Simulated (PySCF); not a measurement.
# C₄F₄N₂O: NMR shifts and electronic excitations in gas and solvents

Aim: compute the NMR shifts and electronic excitations of C₄F₄N₂O (`N#CC(F)(C#N)OC(F)(F)F`), and see what a dielectric continuum does where one was used.

Computed with PySCF 2.14.0, with density-fitted response routines of our own, on a single molecule, in the gas phase or a continuum. Atoms count from 0, in the outputs and in this text.

### Step 1. The molecule as given

11 atoms, charge 0, multiplicity 1; geometry from: GFN2-xTB.

Bonds of the start (Å): N0–C1 1.14, C1–C2 1.47, C2–F3 1.37, C2–C4 1.48, C4–N5 1.14, C2–O6 1.41, O6–C7 1.34, C7–F8 1.33, C7–F9 1.33, C7–F10 1.32.

### Step 2. Optimising the geometry at PBE0-D3(BJ)/def2-SVP

Job settings and geometry (Å):

```
{"job": {"xc": "PBE0", "basis": "def2-SVP", "d3": "d3bj", "grid": 1, "kind": "geom"}, "charge": 0, "multiplicity": 1}
N      3.218065     0.036392    -0.246785
C      2.101492     0.145901    -0.056508
C      0.660704     0.331478     0.197517
F      0.449874     0.530691     1.532268
C      0.236256     1.528653    -0.552718
N     -0.064179     2.454078    -1.144418
O      0.009452    -0.843878    -0.225874
C     -1.297340    -0.992819     0.052340
F     -2.018789     0.102149    -0.197270
F     -1.525753    -1.320397     1.320702
F     -1.764359    -1.969579    -0.705217
```

The log of the run:

```text
step   0  E = -735.14614044  max force = 0.042071
step   1  E = -735.14911444  max force = 0.013883
step   2  E = -735.14948580  max force = 0.006490
step   3  E = -735.14965268  max force = 0.002067
step   4  E = -735.14970497  max force = 0.000813
step   5  E = -735.14973293  max force = 0.001183
step   6  E = -735.14974447  max force = 0.000911
step   7  E = -735.14975322  max force = 0.000462
step   8  E = -735.14976631  max force = 0.000879
step   9  E = -735.14978291  max force = 0.002204
step  10  E = -735.14972744  max force = 0.004657
step  11  E = -735.14978054  max force = 0.003481
step  12  E = -735.14980666  max force = 0.002366
step  13  E = -735.14983130  max force = 0.000469
step  14  E = -735.14983935  max force = 0.000393
optimisation converged
```

Run time: 3.2 min. Hardware: 1 thread, shared host.

Step by step: (the energy doesn't fall at every step)

```csv
step,energy from step 0 (eV),largest force component (eV/Å)
0,0.0000,2.1634
1,-0.0809,0.7139
2,-0.0910,0.3337
3,-0.0956,0.1063
4,-0.0970,0.0418
5,-0.0978,0.0608
6,-0.0981,0.0468
7,-0.0983,0.0238
8,-0.0987,0.0452
9,-0.0991,0.1133
10,-0.0976,0.2395
11,-0.0991,0.1790
12,-0.0998,0.1217
13,-0.1004,0.0241
14,-0.1007,0.0202
```

Distances of close pairs at the start and the end, largest changes first:

```csv
bond,before (Å),after (Å),change (Å)
O6–C7,1.344,1.377,+0.033
C2–O6,1.409,1.384,-0.024
N0–C1,1.138,1.154,+0.016
C4–N5,1.139,1.154,+0.016
C2–F3,1.366,1.351,-0.015
C7–F9,1.330,1.318,-0.012
C7–F10,1.321,1.310,-0.011
C2–C4,1.475,1.486,+0.011
```

The end geometry stands in the next job.

```csv
at the end point,value
point group (found at 0.08 Å tolerance),C1
"rotational constants (GHz, main isotopes)","1.724, 0.884, 0.755"
dipole moment (D),1.75
```

### Step 3. Nuclear shieldings: PBE0/pcSseg-1 in benzene

Job settings and geometry (Å):

```
{"job": {"kind": "nmr", "xc": "PBE0", "basis": "pcSseg-1", "solvent": "benzene", "pop": true}, "charge": 0, "multiplicity": 1}
N      3.200652    -0.385633    -0.274917
C      2.095163    -0.098859    -0.108582
C      0.689481     0.302548     0.123096
F      0.555494     0.734533     1.395778
C      0.348441     1.422536    -0.792184
N      0.128657     2.295832    -1.514576
O     -0.074823    -0.829608    -0.102292
C     -1.410146    -0.846367     0.234229
F     -2.016159     0.278339    -0.115409
F     -1.565957    -1.018467     1.531820
F     -1.945101    -1.855309    -0.407522
```

Method: GIAO PBE0/pcSseg-1 NMR shielding, non-relativistic, IEF-PCM benzene.

The log of the run:

```text
coarse grid: 11904 points
cycle   1  E = -735.2207936698  dE =  2.266e+00  |g| = 1.313e+00  |ddm| = 3.346e+00
cycle   2  E = -734.4461185167  dE =  7.747e-01  |g| = 2.424e+00  |ddm| = 2.214e+00
cycle   3  E = -735.4889103785  dE = -1.043e+00  |g| = 5.049e-01  |ddm| = 1.698e+00
cycle   4  E = -735.5383575503  dE = -4.945e-02  |g| = 9.664e-02  |ddm| = 3.246e-01
cycle   5  E = -735.5401644825  dE = -1.807e-03  |g| = 2.278e-02  |ddm| = 7.548e-02
cycle   6  E = -735.5402353855  dE = -7.090e-05  |g| = 6.631e-03  |ddm| = 1.553e-02
cycle   7  E = -735.5402418736  dE = -6.488e-06  |g| = 2.263e-03  |ddm| = 4.909e-03
final grid: 124440 points
cycle   8  E = -735.6389488823  dE = -4.447e-05  |g| = 9.519e-03  |ddm| = 2.689e-02
cycle   9  E = -735.6389246131  dE =  2.427e-05  |g| = 1.499e-02  |ddm| = 1.413e-02
cycle  10  E = -735.6389632925  dE = -3.868e-05  |g| = 2.669e-03  |ddm| = 9.195e-03
cycle  11  E = -735.6389647415  dE = -1.449e-06  |g| = 3.906e-04  |ddm| = 1.749e-03
cycle  12  E = -735.6389647681  dE = -2.653e-08  |g| = 1.265e-04  |ddm| = 3.235e-04
cycle  13  E = -735.6389647698  dE = -1.748e-09  |g| = 7.400e-05  |ddm| = 1.086e-04
cycle  14  E = -735.6389647707  dE = -9.018e-10  |g| = 2.824e-05  |ddm| = 5.124e-05
converged SCF energy = -735.6389647707

GIAO shielding tensors (ppm)
atom      isotropic    diamagn.    paramagn.     s11        s22        s33       span
  0 N      -52.996     336.454    -389.450   -219.225   -215.639    275.877    495.101
  1 C       70.087     260.122    -190.035    -44.433    -41.495    296.189    340.622
  2 C       97.645     231.955    -134.310     75.054     97.856    120.024     44.970
  3 F      286.985     471.147    -184.162    204.200    315.373    341.384    137.184
  4 C       68.863     261.308    -192.445    -45.823    -43.504    295.915    341.739
  5 N      -55.969     336.447    -392.415   -222.386   -212.275    266.755    489.140
  6 O      156.821     399.799    -242.977    106.369    159.255    204.840     98.471
  7 C       58.393     236.459    -178.065     53.695     57.940     63.545      9.851
  8 F      250.318     472.640    -222.322    188.596    224.815    337.542    148.945
  9 F      234.629     469.574    -234.945    181.317    189.667    332.902    151.584
 10 F      243.677     467.807    -224.130    193.666    197.627    339.738    146.072
```

Wall time 31 s (1 thread, shared host).

Shifts follow as δ = σ(reference) − σ, with reference shieldings (ppm) from runs at the same level and on the same kind of geometry: 13C TMS 184.9, 19F CFCl3 178.7, 15N NH3 267.0, 17O H2O 338.8. The references are single molecules in the same continuum, so shifts against H2O, NH3, PH3, H3PO4 or CFCl3 are not on the usual liquid scales and can be off by tens of ppm. Atoms listed in one row are averaged.

```csv
atoms,environment,σ (ppm),δ (ppm)
C7,CF3 carbon,58.4,126.5
"C1, C4",nitrile carbon,69.5,115.4
C2,"fully substituted sp3 carbon bonded to F and O, α to a nitrile",97.6,87.2
"N0, N5",nitrile nitrogen,-54.5,321.5
"F8, F9, F10",fluorine of an OCF3 group,242.9,-64.1
F3,fluorine on an sp3 carbon,287.0,-108.2
O6,ether oxygen,156.8,182.0
```

Charges from the same density, by scheme (e):

```csv
atoms,Mulliken,IAO,Hirshfeld,ESP fit
"N0, N5",-0.21,-0.16,-0.15,-0.36
"C1, C4",0.19,0.13,0.08,0.33
C2,0.46,0.46,0.22,0.32
F3,-0.24,-0.25,-0.06,-0.15
O6,-0.48,-0.35,-0.13,-0.34
C7,0.97,0.96,0.32,0.68
"F8, F9, F10",-0.23,-0.25,-0.07,-0.15
```

Mayer bond orders: N0–C1 3.02, C1–C2 0.94, C2–F3 0.96, C2–C4 0.94, C4–N5 3.00, C2–O6 0.92, O6–C7 0.97, C7–F8 1.03, C7–F9 1.07, C7–F10 1.09.

### Step 4. Nuclear shieldings: PBE0/pcSseg-1 in dimethylsulfoxide

The job, as its differences from that of step 3:

```diff
@@ -1,2 +1,2 @@
-{"job": {"kind": "nmr", "xc": "PBE0", "basis": "pcSseg-1", "solvent": "benzene", "pop": true}, "charge": 0, "multiplicity": 1}
+{"job": {"kind": "nmr", "xc": "PBE0", "basis": "pcSseg-1", "solvent": "dimethylsulfoxide", "pop": false}, "charge": 0, "multiplicity": 1}
 N      3.200652    -0.385633    -0.274917
```

Level: GIAO PBE0/pcSseg-1 NMR shielding, non-relativistic, IEF-PCM dimethylsulfoxide.

The log of the run:

```text
coarse grid: 11904 points
cycle   1  E = -735.2359427828  dE =  2.251e+00  |g| = 1.292e+00  |ddm| = 3.346e+00
cycle   2  E = -734.5827937860  dE =  6.531e-01  |g| = 2.289e+00  |ddm| = 2.045e+00
cycle   3  E = -735.5042140946  dE = -9.214e-01  |g| = 4.449e-01  |ddm| = 1.517e+00
cycle   4  E = -735.5424873360  dE = -3.827e-02  |g| = 9.266e-02  |ddm| = 2.888e-01
cycle   5  E = -735.5441467542  dE = -1.659e-03  |g| = 2.099e-02  |ddm| = 6.917e-02
cycle   6  E = -735.5442084910  dE = -6.174e-05  |g| = 5.466e-03  |ddm| = 1.421e-02
cycle   7  E = -735.5442127448  dE = -4.254e-06  |g| = 1.787e-03  |ddm| = 3.945e-03
final grid: 124440 points
cycle   8  E = -735.6429180339  dE = -4.611e-05  |g| = 8.989e-03  |ddm| = 2.672e-02
cycle   9  E = -735.6429035168  dE =  1.452e-05  |g| = 1.299e-02  |ddm| = 1.269e-02
cycle  10  E = -735.6429310755  dE = -2.756e-05  |g| = 1.857e-03  |ddm| = 7.566e-03
cycle  11  E = -735.6429317626  dE = -6.871e-07  |g| = 4.715e-04  |ddm| = 1.322e-03
cycle  12  E = -735.6429318027  dE = -4.006e-08  |g| = 1.405e-04  |ddm| = 3.609e-04
cycle  13  E = -735.6429318047  dE = -2.038e-09  |g| = 8.696e-05  |ddm| = 1.239e-04
cycle  14  E = -735.6429318062  dE = -1.480e-09  |g| = 2.265e-05  |ddm| = 5.724e-05
cycle  15  E = -735.6429318063  dE = -9.140e-11  |g| = 5.069e-06  |ddm| = 1.520e-05
converged SCF energy = -735.6429318063

GIAO shielding tensors (ppm)
atom      isotropic    diamagn.    paramagn.     s11        s22        s33       span
  0 N      -45.356     337.186    -382.542   -208.131   -205.511    277.573    485.704
  1 C       69.213     259.970    -190.756    -45.580    -42.716    295.935    341.515
  2 C       97.316     231.938    -134.622     74.511     97.650    119.785     45.274
  3 F      287.256     471.076    -183.819    204.403    315.836    341.530    137.127
  4 C       68.010     261.089    -193.079    -47.049    -44.611    295.690    342.739
  5 N      -48.365     337.203    -385.568   -212.657   -200.895    268.458    481.115
  6 O      156.725     399.723    -242.997    106.175    159.140    204.860     98.685
  7 C       58.365     236.386    -178.021     53.749     57.861     63.486      9.737
  8 F      250.652     472.708    -222.056    188.799    224.990    338.166    149.367
  9 F      235.059     469.634    -234.575    181.721    190.104    333.350    151.630
 10 F      244.239     467.874    -223.635    194.116    198.242    340.359    146.243
```

Run time: 31 s. Hardware: 1 thread, shared host.

Key values: δ C7 127.1, C1 116.9, C2 88.2, N0 315.4 ppm (means over like atoms).

### Step 5. Ultraviolet spectrum: wB97X-D/def2-SVPD

The job, as its differences from that of step 4:

```diff
@@ -1,2 +1,2 @@
-{"job": {"kind": "nmr", "xc": "PBE0", "basis": "pcSseg-1", "solvent": "dimethylsulfoxide", "pop": false}, "charge": 0, "multiplicity": 1}
+{"job": {"kind": "uv", "xc": "wB97X-D", "basis": "def2-SVPD", "dynamic": true, "nstates": 6, "ntriplets": 0}, "charge": 0, "multiplicity": 1}
 N      3.200652    -0.385633    -0.274917
```

Method: TDDFT wB97X-D/def2-SVPD, vertical, gas phase, core orbitals frozen in the response.

The log of the run:

```text
coarse grid: 11904 points
cycle   1  E = -735.1704401016  dE =  2.381e+00  |g| = 1.440e+00  |ddm| = 4.805e+00
cycle   2  E = -734.7676018721  dE =  4.028e-01  |g| = 2.094e+00  |ddm| = 3.728e+00
cycle   3  E = -735.5745118639  dE = -8.069e-01  |g| = 3.263e-01  |ddm| = 2.447e+00
cycle   4  E = -735.5942112394  dE = -1.970e-02  |g| = 9.412e-02  |ddm| = 4.299e-01
cycle   5  E = -735.5959713157  dE = -1.760e-03  |g| = 1.786e-02  |ddm| = 1.519e-01
cycle   6  E = -735.5960280117  dE = -5.670e-05  |g| = 4.740e-03  |ddm| = 3.062e-02
cycle   7  E = -735.5960323753  dE = -4.364e-06  |g| = 2.411e-03  |ddm| = 1.249e-02
final grid: 124440 points
cycle   8  E = -735.6948962138  dE = -1.367e-04  |g| = 1.197e-02  |ddm| = 2.000e-01
cycle   9  E = -735.6948810925  dE =  1.512e-05  |g| = 1.543e-02  |ddm| = 2.981e-02
cycle  10  E = -735.6949214151  dE = -4.032e-05  |g| = 2.385e-03  |ddm| = 1.492e-02
cycle  11  E = -735.6949223814  dE = -9.663e-07  |g| = 7.032e-04  |ddm| = 2.885e-03
cycle  12  E = -735.6949224862  dE = -1.048e-07  |g| = 3.065e-04  |ddm| = 1.509e-03
cycle  13  E = -735.6949225041  dE = -1.793e-08  |g| = 7.050e-05  |ddm| = 4.022e-04
cycle  14  E = -735.6949225051  dE = -9.936e-10  |g| = 2.986e-05  |ddm| = 1.172e-04
converged SCF energy = -735.6949225051

Static polarisability (au): isotropic 61.337, principal 49.636 64.382 69.993

Singlet excitations
state   eV       nm        f      main configurations
  1   7.0633    175.5   0.00026   H->L 0.60, H->L+1 0.12
  2   7.4112    167.3   0.00030   H-1->L 0.20, H-3->L 0.17, H-2->L 0.09
  3   7.4333    166.8   0.00006   H->L+1 0.36, H-1->L 0.24, H-2->L 0.14
  4   7.4990    165.3   0.00144   H-1->L+1 0.51, H->L 0.15, H-2->L+1 0.09
  5   7.7934    159.1   0.00115   H-3->L 0.23, H-2->L+1 0.18, H-2->L 0.18
  6   7.8246    158.5   0.00296   H-3->L+1 0.26, H-2->L+1 0.24, H-2->L 0.14
```

Run time: 82 s. Hardware: 1 thread, shared host.

The orbitals next to the gap, with their largest atomic shares:

```csv
orbital,eV,atoms
HOMO−3,-13.64,"N0 28 %, N5 23 %, C1 21 %"
HOMO−2,-13.41,"N0 37 %, C1 30 %, O6 11 %"
HOMO−1,-13.17,"N5 36 %, C4 29 %, O6 10 %"
HOMO,-12.98,"N5 30 %, N0 24 %, C4 23 %"
LUMO,-0.29,"N0 19 %, N5 18 %, C1 16 %"
LUMO+1,-0.04,"N5 20 %, N0 20 %, C4 17 %"
LUMO+2,1.79,"C1 27 %, C4 22 %, C2 10 %"
```

With each of the 6 states as a Gaussian band of 0.4 eV half-width at 1/e, the curve within the window shown has maxima at 161 nm (ε 210) L/(mol cm). Beyond the last state computed it falls off for lack of states. The curve at chosen wavelengths:

(nm, ε (L/mol/cm)): (153, 97), (155, 141), (156, 161), (158, 193), (159, 203), (161, 209), (162, 205), (164, 187), (165, 175), (167, 145), (169, 115), (170, 101), (172, 76), (173, 65), (175, 47), (176, 39), (178, 28), (180, 19), (181, 16), (183, 11), (184, 9), (186, 6), (187, 5), (189, 3), (190, 2), (192, 1)

Ground-state properties from the same run:

```csv
property,computed
dipole moment (D),1.81
polarisability (Å³),9.09
HOMO–LUMO gap (eV),12.69
−ε(HOMO) (eV),12.98
C6 with itself (au),1939
```

### Step 6. TDDFT and polarisability: wB97X-D/def2-SVPD in benzene

The job, as its differences from that of step 5:

```diff
@@ -1,2 +1,2 @@
-{"job": {"kind": "uv", "xc": "wB97X-D", "basis": "def2-SVPD", "dynamic": true, "nstates": 6, "ntriplets": 0}, "charge": 0, "multiplicity": 1}
+{"job": {"kind": "uv", "xc": "wB97X-D", "basis": "def2-SVPD", "solvent": "benzene", "nstates": 6, "ntriplets": 0}, "charge": 0, "multiplicity": 1}
 N      3.200652    -0.385633    -0.274917
```

Method: TDDFT wB97X-D/def2-SVPD, vertical, IEF-PCM benzene (non-equilibrium linear response), core orbitals frozen in the response.

The log of the run:

```text
coarse grid: 11904 points
cycle   1  E = -735.1858576688  dE =  2.366e+00  |g| = 1.419e+00  |ddm| = 4.805e+00
cycle   2  E = -734.8604000017  dE =  3.255e-01  |g| = 1.986e+00  |ddm| = 3.644e+00
cycle   3  E = -735.5817638408  dE = -7.214e-01  |g| = 2.911e-01  |ddm| = 2.302e+00
cycle   4  E = -735.5973672694  dE = -1.560e-02  |g| = 8.915e-02  |ddm| = 3.907e-01
cycle   5  E = -735.5989438888  dE = -1.577e-03  |g| = 1.712e-02  |ddm| = 1.385e-01
cycle   6  E = -735.5989970571  dE = -5.317e-05  |g| = 3.999e-03  |ddm| = 2.814e-02
cycle   7  E = -735.5990003478  dE = -3.291e-06  |g| = 2.111e-03  |ddm| = 1.126e-02
final grid: 124440 points
cycle   8  E = -735.6978369071  dE = -1.377e-04  |g| = 1.192e-02  |ddm| = 2.010e-01
cycle   9  E = -735.6978240803  dE =  1.283e-05  |g| = 1.500e-02  |ddm| = 2.939e-02
cycle  10  E = -735.6978620351  dE = -3.795e-05  |g| = 2.170e-03  |ddm| = 1.431e-02
cycle  11  E = -735.6978628226  dE = -7.875e-07  |g| = 6.867e-04  |ddm| = 2.666e-03
cycle  12  E = -735.6978629254  dE = -1.028e-07  |g| = 2.872e-04  |ddm| = 1.507e-03
cycle  13  E = -735.6978629415  dE = -1.609e-08  |g| = 5.469e-05  |ddm| = 3.628e-04
cycle  14  E = -735.6978629422  dE = -6.523e-10  |g| = 2.609e-05  |ddm| = 1.024e-04
converged SCF energy = -735.6978629422

Static polarisability (au): isotropic 67.836, principal 54.910 71.046 77.553

Singlet excitations
state   eV       nm        f      main configurations
  1   7.0885    174.9   0.00038   H->L 0.58, H->L+1 0.12
  2   7.4167    167.2   0.00040   H-1->L 0.20, H-3->L 0.19, H-2->L 0.08
  3   7.4451    166.5   0.00018   H->L+1 0.37, H-1->L 0.22, H-2->L 0.15
  4   7.5033    165.2   0.00224   H-1->L+1 0.46, H->L 0.16, H-2->L+1 0.11
  5   7.7896    159.2   0.00143   H-3->L 0.22, H-2->L 0.17, H-2->L+1 0.17
  6   7.8200    158.5   0.00405   H-2->L+1 0.24, H-3->L+1 0.23, H-2->L 0.13
```

Run time: 63 s. Hardware: 1 thread, shared host.

Key values: HOMO -12.91 eV, LUMO -0.19 eV; lowest singlet 7.09 eV.

### Step 7. Ultraviolet spectrum: wB97X-D/def2-SVPD in dimethylsulfoxide

The job, as its differences from that of step 6:

```diff
@@ -1,2 +1,2 @@
-{"job": {"kind": "uv", "xc": "wB97X-D", "basis": "def2-SVPD", "solvent": "benzene", "nstates": 6, "ntriplets": 0}, "charge": 0, "multiplicity": 1}
+{"job": {"kind": "uv", "xc": "wB97X-D", "basis": "def2-SVPD", "solvent": "dimethylsulfoxide", "nstates": 6, "ntriplets": 0}, "charge": 0, "multiplicity": 1}
 N      3.200652    -0.385633    -0.274917
```

With the program's defaults for keys left out, this is: TDDFT wB97X-D/def2-SVPD, vertical, IEF-PCM dimethylsulfoxide (non-equilibrium linear response), core orbitals frozen in the response.

The log of the run:

```text
coarse grid: 11904 points
cycle   1  E = -735.2044583585  dE =  2.347e+00  |g| = 1.395e+00  |ddm| = 4.806e+00
cycle   2  E = -734.9554133569  dE =  2.490e-01  |g| = 1.870e+00  |ddm| = 3.592e+00
cycle   3  E = -735.5897206933  dE = -6.343e-01  |g| = 2.550e-01  |ddm| = 2.183e+00
cycle   4  E = -735.6016031443  dE = -1.188e-02  |g| = 8.341e-02  |ddm| = 3.500e-01
cycle   5  E = -735.6029809199  dE = -1.378e-03  |g| = 1.642e-02  |ddm| = 1.247e-01
cycle   6  E = -735.6030308519  dE = -4.993e-05  |g| = 3.331e-03  |ddm| = 2.533e-02
cycle   7  E = -735.6030333476  dE = -2.496e-06  |g| = 1.796e-03  |ddm| = 9.849e-03
final grid: 124440 points
cycle   8  E = -735.7018378430  dE = -1.389e-04  |g| = 1.183e-02  |ddm| = 2.021e-01
cycle   9  E = -735.7018271927  dE =  1.065e-05  |g| = 1.454e-02  |ddm| = 2.910e-02
cycle  10  E = -735.7018627902  dE = -3.560e-05  |g| = 1.948e-03  |ddm| = 1.376e-02
cycle  11  E = -735.7018634147  dE = -6.245e-07  |g| = 6.677e-04  |ddm| = 2.446e-03
cycle  12  E = -735.7018635147  dE = -1.001e-07  |g| = 2.711e-04  |ddm| = 1.523e-03
cycle  13  E = -735.7018635295  dE = -1.474e-08  |g| = 4.691e-05  |ddm| = 3.414e-04
cycle  14  E = -735.7018635301  dE = -5.716e-10  |g| = 2.380e-05  |ddm| = 1.021e-04
converged SCF energy = -735.7018635301

Static polarisability (au): isotropic 76.945, principal 63.545 79.697 87.595

Singlet excitations
state   eV       nm        f      main configurations
  1   7.1233    174.1   0.00038   H->L 0.54, H->L+1 0.14, H-3->L+2 0.08
  2   7.4249    167.0   0.00039   H-3->L 0.21, H-1->L 0.20, H-1->L+1 0.09
  3   7.4695    166.0   0.00026   H->L+1 0.38, H-1->L 0.20, H-2->L 0.16
  4   7.5172    164.9   0.00240   H-1->L+1 0.39, H->L 0.18, H-2->L+1 0.14
  5   7.7994    159.0   0.00118   H-3->L 0.21, H-3->L+1 0.17, H-2->L+1 0.16
  6   7.8280    158.4   0.00419   H-2->L+1 0.22, H-3->L+1 0.20, H-2->L 0.12
```

Wall time 64 s (1 thread, shared host).

This run: HOMO -12.84 eV, LUMO -0.07 eV; lowest singlet 7.12 eV.

### Step 8. Run by run: NMR shifts

Shifts (ppm) of some atoms, chosen among heavy atoms and hydrogens apart, means over like atoms, with basis size and wall time:

```csv
run,C1,N0,F8,F3,O6,functions,time
PBE0/pcSseg-1 in benzene,115.4,321.5,-64.1,-108.2,182.0,187,31 s
PBE0/pcSseg-1 in dimethylsulfoxide,116.9,315.4,-62.8,-106.7,186.4,187,31 s
```

The continuum's effect on the ground state:

```csv
solvent,ε,polarisation energy (Eh),μ (D)
benzene,2.27,-0.0031,1.96
dimethylsulfoxide,46.83,-0.0080,2.19
```

### Step 9. Comparing the runs: electronic excitations

Excitations and ground-state properties, with basis size and wall time:

```csv
run,lowest singlet (eV),brightest (eV),f,gap (eV),α (Å³),μ (D),functions,time
wB97X-D/def2-SVPD,7.06,7.82,0.003,12.69,9.09,1.81,235,82 s
wB97X-D/def2-SVPD in benzene,7.09,7.82,0.004,12.72,10.05,2.02,235,63 s
wB97X-D/def2-SVPD in dimethylsulfoxide,7.12,7.83,0.004,12.77,11.40,2.24,235,64 s
```

The continuum's effect on the ground state:

```csv
solvent,ε,polarisation energy (Eh),μ (D)
benzene,2.27,-0.0032,2.02
dimethylsulfoxide,46.83,-0.0082,2.24
```

### Step 10. Summary of results

```
                                                                          quantity                        value
                                                                       point group                           C1
                                              rotational constants (main isotopes)         1.72, 0.88, 0.76 GHz
  13C shifts against TMS (PBE0/pcSseg-1, benzene, means over atoms taken as alike)       126.5, 115.4, 87.2 ppm
  15N shifts against NH3 (PBE0/pcSseg-1, benzene, means over atoms taken as alike)                    321.5 ppm
19F shifts against CFCl3 (PBE0/pcSseg-1, benzene, means over atoms taken as alike)            -64.1, -108.2 ppm
                                   17O shifts against H2O (PBE0/pcSseg-1, benzene)                    182.0 ppm
                                                lowest singlet (wB97X-D/def2-SVPD)  7.06 eV (176 nm), f = 0.000
                                          brightest single state of those computed  state 6, 7.82 eV, f = 0.003
                                                          range of the shift of N0           315.4 to 321.5 ppm
                                                       range of the lowest singlet              7.06 to 7.12 eV
```

In words: The optimisation took 14 steps and gained 0.101 eV; among the close pairs (by a distance rule), O6–C7 changed most, from 1.344 to 1.377 Å. No frequency check was run at this level, so the end point may be a saddle. At PBE0/pcSseg-1: The largest span, 492 ppm, is at N0, N5, where the paramagnetic term is -391 ppm. The first singlet state (HOMO→LUMO 0.60, HOMO→LUMO+1 0.12) lies at 7.06 eV and is dark; of the 6 states computed, the strongest absorption comes from state 6 at 7.82 eV (the last computed, so partners may be missing). Across the 2 runs the shift of N0 (with its like atoms) moves most, between 315.4 (PBE0/pcSseg-1 in dimethylsulfoxide) and 321.5 ppm (PBE0/pcSseg-1 in benzene). The continuum holds electrostatics alone: no hydrogen bonds to the solvent, and the gas-phase geometry is kept. The lowest singlet runs from 7.06 eV (wB97X-D/def2-SVPD) to 7.12 eV (wB97X-D/def2-SVPD in dimethylsulfoxide), while the orbital gap spans 12.69 to 12.77 eV. The lowest state need not be the same one in every run.
